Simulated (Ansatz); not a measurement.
The system is CuO2.

```xyz
6
Lattice="1.4126 -5.2107 0.0000 1.4126 5.2107 0.0000 0.0000 0.0000 4.3434" Properties=species:S:1:pos:R:3 pbc="T T T"
Cu    1.4126    3.4677    3.2576
Cu    1.4126   -3.4677    1.0859
O     1.4126   -3.0115    3.2576
O     1.4126    3.0115    1.0859
O     1.4126   -0.5366    3.2576
O     1.4126    0.5366    1.0859
```

The cell comes from a database or a generator and needn't be the stable form of this composition.

```yaml
Program: Ansatz 0.2.0
Task: relaxation of cell and atoms
Functional: r2SCAN
Potentials_or_basis: Ansatz PAW
Cutoff: "500 eV (not typed: the program's choice for these potentials)"
k_mesh: 10 × 10 × 6
Occupations: fermi-dirac, width 0.05 eV
Spin: no spin polarisation
```

At the start: volume 10.66 Å³/atom.

Q: Where does the relaxation end?

A: It ends after 9 steps and the volume is 9.68 Å³/atom (-9.1 %); space group Cmcm (No. 63, to 0.05 Å).

Step by step:
```tsv
step	energy change (eV)	largest force (eV/Å)	volume (Å³)
1	0.0000	0.5568	63.94
2	-0.1211	0.3774	60.21
3	-0.1514	0.1949	56.06
4	-0.1653	0.0799	58.07
5	-0.1694	0.2382	58.62
6	-0.1733	0.0317	58.17
7	-0.1736	0.0058	58.10
8	-0.1736	0.0003	58.10
9	-0.1683	0.0005	58.10
```

Final structure:
```yaml
crystal:
  lattice:
    - [1.37752, -4.87208, 0.00000]
    - [1.37752, 4.87208, 0.00000]
    - [0.00000, 0.00000, 4.32845]
  atoms:
    - { symbol: Cu, position: [0.15682, 0.84318, 0.75000] }
    - { symbol: Cu, position: [0.84318, 0.15682, 0.25000] }
    - { symbol: O, position: [0.78311, 0.21689, 0.75000] }
    - { symbol: O, position: [0.21689, 0.78311, 0.25000] }
    - { symbol: O, position: [0.53241, 0.46759, 0.75000] }
    - { symbol: O, position: [0.46759, 0.53241, 0.25000] }
```

Caveat: the plane-wave basis is chosen anew once the cell has moved, so the energies of steps on either side of that aren't comparable; the run has no spin polarisation, though such a crystal can be magnetic; the PAW data sets come from PBE, with cores solved anew for the run's functional, which leaves a small shift of forces and pressure.
